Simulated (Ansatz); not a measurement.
# Alloy of Si and Sn (8 of 64 Si sites exchanged), 64 atoms

Aim: relax the alloy cell and compare the gap by PBEsol and HSE06 with spin–orbit coupling.

Program: Ansatz 0.2.0, PAW, plane waves. These are calculated values, not measurements.

## (1) Starting point

64 atoms (56 Si, 8 Sn); a = 11.131 Å, b = 11.131 Å, c = 11.131 Å, α = 90.00°, β = 90.00°, γ = 90.00°. All atoms were shaken off their sites by about 0.02 Å along each axis.

Steps to follow: (2) PBEsol cell relaxation at the single k point (¼, ¼, ¼), on 1 × NVIDIA H100 80GB HBM3 with 2 threads of AMD EPYC 7R13; (3) HSE06 with spin–orbit coupling single point at the Γ point alone, on 1 × NVIDIA H100 80GB HBM3 with 2 threads of AMD EPYC 7R13.

## (2) PBEsol relaxation of the cell and the positions

Input file in.yaml:

```yaml
crystal:
  lattice:
    - [11.131190, 0.000000, 0.000000]
    - [0.000000, 11.131190, 0.000000]
    - [0.000000, 0.000000, 11.131190]
  atoms:
    - { symbol: Si, position: [0.003360, 0.997221, 0.999373] }
    - { symbol: Si, position: [0.999691, 0.500734, 0.500448] }
    - { symbol: Si, position: [0.500771, 0.998459, 0.998545] }
    - { symbol: Si, position: [0.495903, 0.999906, 0.500378] }
    - { symbol: Si, position: [0.499796, 0.500013, 0.000501] }
    - { symbol: Si, position: [0.499559, 0.498637, 0.502579] }
    - { symbol: Si, position: [0.124702, 0.125529, 0.627125] }
    - { symbol: Si, position: [0.127529, 0.623011, 0.124735] }
    - { symbol: Si, position: [0.127748, 0.626771, 0.630735] }
    - { symbol: Si, position: [0.626284, 0.122810, 0.125225] }
    - { symbol: Si, position: [0.627374, 0.126643, 0.623953] }
    - { symbol: Si, position: [0.628074, 0.627187, 0.625337] }
    - { symbol: Si, position: [0.250401, 0.249515, 0.000798] }
    - { symbol: Si, position: [0.249681, 0.248007, 0.501418] }
    - { symbol: Si, position: [0.249247, 0.753105, 0.999827] }
    - { symbol: Si, position: [0.248741, 0.748818, 0.499510] }
    - { symbol: Si, position: [0.749885, 0.249308, 0.999139] }
    - { symbol: Si, position: [0.746385, 0.248911, 0.500054] }
    - { symbol: Si, position: [0.748919, 0.751166, 0.002923] }
    - { symbol: Si, position: [0.750963, 0.747213, 0.503223] }
    - { symbol: Si, position: [0.376935, 0.376501, 0.123525] }
    - { symbol: Si, position: [0.372099, 0.375433, 0.627280] }
    - { symbol: Si, position: [0.375264, 0.877990, 0.127305] }
    - { symbol: Si, position: [0.376373, 0.871027, 0.622920] }
    - { symbol: Si, position: [0.877964, 0.376451, 0.124015] }
    - { symbol: Si, position: [0.875365, 0.378956, 0.625525] }
    - { symbol: Si, position: [0.874097, 0.873459, 0.123081] }
    - { symbol: Si, position: [0.874256, 0.872921, 0.625416] }
    - { symbol: Si, position: [0.248775, 0.002258, 0.248679] }
    - { symbol: Si, position: [0.249951, 0.997663, 0.749866] }
    - { symbol: Si, position: [0.248692, 0.502743, 0.247441] }
    - { symbol: Si, position: [0.252657, 0.498588, 0.750021] }
    - { symbol: Si, position: [0.753347, 0.998310, 0.250689] }
    - { symbol: Si, position: [0.749149, 0.001177, 0.750155] }
    - { symbol: Si, position: [0.750320, 0.498258, 0.250161] }
    - { symbol: Si, position: [0.376269, 0.126444, 0.374155] }
    - { symbol: Si, position: [0.375938, 0.125785, 0.873821] }
    - { symbol: Si, position: [0.377244, 0.625660, 0.375631] }
    - { symbol: Si, position: [0.374919, 0.625245, 0.878527] }
    - { symbol: Si, position: [0.879070, 0.124528, 0.380280] }
    - { symbol: Si, position: [0.874794, 0.623405, 0.374559] }
    - { symbol: Si, position: [0.997776, 0.247504, 0.252546] }
    - { symbol: Si, position: [0.003467, 0.245901, 0.750530] }
    - { symbol: Si, position: [0.999215, 0.751478, 0.748420] }
    - { symbol: Si, position: [0.497048, 0.250115, 0.249912] }
    - { symbol: Si, position: [0.502032, 0.248295, 0.749962] }
    - { symbol: Si, position: [0.497707, 0.749241, 0.248236] }
    - { symbol: Si, position: [0.498789, 0.751864, 0.749249] }
    - { symbol: Si, position: [0.122614, 0.376618, 0.375500] }
    - { symbol: Si, position: [0.126640, 0.375761, 0.873244] }
    - { symbol: Si, position: [0.121734, 0.874380, 0.374651] }
    - { symbol: Si, position: [0.124495, 0.875310, 0.874083] }
    - { symbol: Si, position: [0.624223, 0.373541, 0.377027] }
    - { symbol: Si, position: [0.623935, 0.373776, 0.874483] }
    - { symbol: Si, position: [0.624761, 0.874161, 0.372800] }
    - { symbol: Si, position: [0.625848, 0.872786, 0.874033] }
    - { symbol: Sn, position: [0.000199, 0.997469, 0.500088] }
    - { symbol: Sn, position: [0.999232, 0.502484, 0.001974] }
    - { symbol: Sn, position: [0.124487, 0.126341, 0.124113] }
    - { symbol: Sn, position: [0.627715, 0.625732, 0.124055] }
    - { symbol: Sn, position: [0.749899, 0.496835, 0.747968] }
    - { symbol: Sn, position: [0.875374, 0.126172, 0.876749] }
    - { symbol: Sn, position: [0.874815, 0.623554, 0.874215] }
    - { symbol: Sn, position: [0.999680, 0.752785, 0.249569] }
  symmetry: { detect: false }
kpoints:
  mp_grid: { grid: [1, 1, 1], shift: [0.25, 0.25, 0.25] }
hamiltonian:
  xc: pbesol
scf:
  occupations: { method: fermi_dirac, width: 0.01 }
relax:
  f_tol: 0.03
  max_steps: 80
  escape_saddle: false
  adjacent_minimum: "off"
  cell: { fix: [shape] }
output:
  forces: true
  eigenvalues: true
  populations: true
  write_density: true
  write_potential: true
  elf: true
  volumetric_format: npy
```

Launch:

```console
$ ansatz run in.yaml --threads 2 --pin off --max-ram 19000MiB --runs-dir r --events-out ev --progress --plain --backend cuda --devices 0, --max-vram 18GiB
```

After this run come: HSE06 with spin–orbit coupling on the final geometry.

What does the calculation give? Wanted: for each run, top filled to lowest empty.

The runs gave:

```
                         level          time   k points  top filled to lowest empty (eV)
            PBEsol, relaxation    13 s (GPU)  (¼, ¼, ¼)                             0.87
HSE06 with spin–orbit coupling  12 min (GPU)          Γ                             0.99
```

| quantity | value |
| --- | --- |
| relaxation | 6 recorded steps, 5.95 eV gained |
| largest shift | 0.26 Å (Si51) |
| relaxed cell | a = 11.130 Å, b = 11.130 Å, c = 11.130 Å, α = 90.00°, β = 90.00°, γ = 90.00° |
| mean bonds | Si–Si 2.368, Si–Sn 2.550, Sn–Sn 2.710 Å |

**In words.** Relaxation gains 5.95 eV, with shifts up to 0.26 Å (Si51), while the volume changes by -0.0 %. The mean lengths of the listed bonds run from Si–Si 2.37 Å to Sn–Sn 2.71 Å. The relaxation ran on other k points, so part of any difference from the later rows can come from the mesh. With one k point the spacing samples only the states that fold onto it, so it can exceed the gap over the zone.
